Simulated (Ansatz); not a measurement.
# Sn: the cost of one run

Program: Ansatz 0.2.0. Level of theory: DFT PBEsol, scalar-relativistic, plane waves, PAW. These are calculated values, not measurements.

## 1. The structure to begin with

It takes space group I4/mmm (No. 139, tetragonal). The conventional cell has a = 3.182 Å, b = 3.182 Å, c = 5.831 Å, α = 90.00°, β = 90.00°, γ = 90.00°. Sn (site symmetry 4/mmm) has 4 Sn at 3.18 Å as nearest neighbours.

As a file:

```xyz
1
Lattice="-1.5908 1.5908 2.9156 1.5908 -1.5908 2.9156 1.5908 1.5908 -2.9156" Properties=species:S:1:pos:R:3 pbc="T T T"
Sn    0.0000    0.0000    0.0000
```

Source of the structure: the Crystallography Open Database.

(A quick probe on a coarse mesh, which set the mesh and smearing, is not shown.)

## 3. Full relaxation

File input.yaml:

```yaml
crystal:
  lattice:
    - [-1.59075, 1.59075, 2.91565]
    - [1.59075, -1.59075, 2.91565]
    - [1.59075, 1.59075, -2.91565]
  atoms:
    - { symbol: Sn, position: [0.0, 0.0, 0.0] }
basis:
  ecutwfc: 420
kpoints:
  mp_grid: { grid: [18, 18, 18] }
hamiltonian:
  xc: pbesol
scf:
  occupations: { method: gaussian, width: 0.1 }
output:
  forces: true
  stress: true
  eigenvalues: true
  write_density: true
  write_potential: true
  elf: true
  volumetric_format: npy
relax:
  adjacent_minimum: "off"
  f_tol: 0.005
  max_steps: 80
  cell: { stress_tol: 0.05 }
```

On the command line:

```
$ ansatz run input.yaml --threads 1 --pin off --max-ram 2048MiB --backend cpu --events-out ev --progress --plain --runs-dir out
```

Q: Estimate wall time and peak memory on 1 thread of Arm Neoverse V1, shared host.

About 71 s, with a peak of 0.45 GiB.
